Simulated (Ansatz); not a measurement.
## Nudged elastic band run: AlSi16

input.yaml

```yaml
crystal:
  lattice:
    - [0.0, 5.43, 5.43]
    - [5.43, 0.0, 5.43]
    - [5.43, 5.43, 0.0]
  atoms:
    - { symbol: Si, position: [-0.01242723, 0.0021331, 0.00555167] }
    - { symbol: Si, position: [0.10957517, 0.12424085, 0.14247131] }
    - { symbol: Si, position: [-0.01134785, 0.00384288, 0.50416636] }
    - { symbol: Si, position: [0.10964343, 0.12418176, 0.62453186] }
    - { symbol: Si, position: [-0.01245559, 0.50526344, 0.00557655] }
    - { symbol: Si, position: [0.11809782, 0.62735892, 0.12769293] }
    - { symbol: Si, position: [-0.01239778, 0.50520927, 0.50247557] }
    - { symbol: Si, position: [0.10961363, 0.64214787, 0.62455854] }
    - { symbol: Si, position: [0.49042226, 0.00221233, 0.00565621] }
    - { symbol: Si, position: [0.61280733, 0.13251867, 0.12772216] }
    - { symbol: Si, position: [0.49047503, 0.0021566, 0.50247484] }
    - { symbol: Si, position: [0.62694435, 0.1244148, 0.62470269] }
    - { symbol: Si, position: [0.4892384, 0.50364796, 0.00396408] }
    - { symbol: Si, position: [0.61277941, 0.62745693, 0.12774701] }
    - { symbol: Si, position: [0.49045338, 0.50536858, 0.50249961] }
    - { symbol: Si, position: [0.61283645, 0.62740275, 0.6328382] }
    - { symbol: Al, position: [0.23863779, 0.25384851, 0.75416212] }
magnetization:
  spin_polarized: true
basis:
  ecutwfc: 420.0
kpoints:
  mp_grid: { grid: [2, 2, 2] }
hamiltonian:
  xc: pbe
  pseudopotentials: { kind: paw, azcp: { folder: soft_1 } }
scf:
  occupations: { method: gaussian, width: 0.05 }
  lower_state_search: "off"
  max_iter: 52
neb:
  images: 4
  f_tol: 0.05
  max_iterations: 50
  order_check: false
  climbing: false
  final_atoms:
    - { symbol: Si, position: [-0.00180999, -0.00221007, -0.00725849] }
    - { symbol: Si, position: [0.12046521, 0.12003579, 0.12311305] }
    - { symbol: Si, position: [-0.0011276, -0.00156354, 0.49796118] }
    - { symbol: Si, position: [0.12259494, 0.12213083, 0.62163097] }
    - { symbol: Si, position: [-0.01756492, 0.50124522, 0.00080269] }
    - { symbol: Si, position: [0.1198704, 0.62284458, 0.12234818] }
    - { symbol: Si, position: [-0.00183353, 0.49326452, 0.49729723] }
    - { symbol: Si, position: [0.12049146, 0.6235738, 0.61957512] }
    - { symbol: Si, position: [0.50167003, -0.01800928, 0.00080229] }
    - { symbol: Si, position: [0.62325412, 0.11945603, 0.12230408] }
    - { symbol: Si, position: [0.49374365, -0.00228344, 0.49724738] }
    - { symbol: Si, position: [0.6240076, 0.1200559, 0.61956955] }
    - { symbol: Si, position: [0.50022679, 0.49980045, -0.00064866] }
    - { symbol: Si, position: [0.62078245, 0.62033101, 0.11982866] }
    - { symbol: Si, position: [0.5017129, 0.50128704, 0.48148466] }
    - { symbol: Si, position: [0.623231, 0.62277747, 0.61901409] }
    - { symbol: Al, position: [0.37072595, 0.37026589, 0.86975143] }
```

Launched with:

```bash
$ ansatz run input.yaml --threads 2 --pin off --max-ram 5120MiB --backend cpu --events-out ev --progress --plain --runs-dir out
```

Output, in part (warnings, iteration lines):

```
NEB end point (image 0): max|allowed force component| = 1.350e-2 eV/Å (the criterion of neb.relax_end_points is 1.000e-2)
NEB end point (image 5): max|allowed force component| = 1.560e-2 eV/Å (the criterion of neb.relax_end_points is 1.000e-2)
NEB iter   1: max|band force component| = 1.729e0 eV/Å  barrier→ = 1.4795 eV  barrier← = 1.4786 eV  Δτ_max = 0.1589 Å  (51 SCF iters)
NEB iter   2: max|band force component| = 7.025e-1 eV/Å  barrier→ = 0.8857 eV  barrier← = 0.8849 eV  Δτ_max = 0.1866 Å  (28 SCF iters)
NEB iter   3: max|band force component| = 2.403e-1 eV/Å  barrier→ = 0.6655 eV  barrier← = 0.6646 eV  Δτ_max = 0.0571 Å  (27 SCF iters)
NEB iter   4: max|band force component| = 4.169e-2 eV/Å  barrier→ = 0.6438 eV  barrier← = 0.6430 eV  Δτ_max = 0.0000 Å  (22 SCF iters)
```

It converged. No image climbed, so the highest image needn't sit at the top of the path. Limits of this set-up: coarse k mesh.

Final band (atoms are numbered from 1 in the order of the input):

```
image  path coordinate (Å)  energy (eV)  Si4–Al17 (Å)  Si13–Al17 (Å)
    0                 0.00         0.00          2.43           4.70
    1                 0.59         0.14          2.51           4.19
    2                 1.19         0.61          2.86           3.54
    3                 1.78         0.64          3.49           2.90
    4                 2.38         0.16          4.15           2.52
    5                 2.97         0.00          4.67           2.44
```

The run took 63 s on 2 threads of Arm Neoverse V2, with other jobs on the host, peak memory 1.2 GiB.
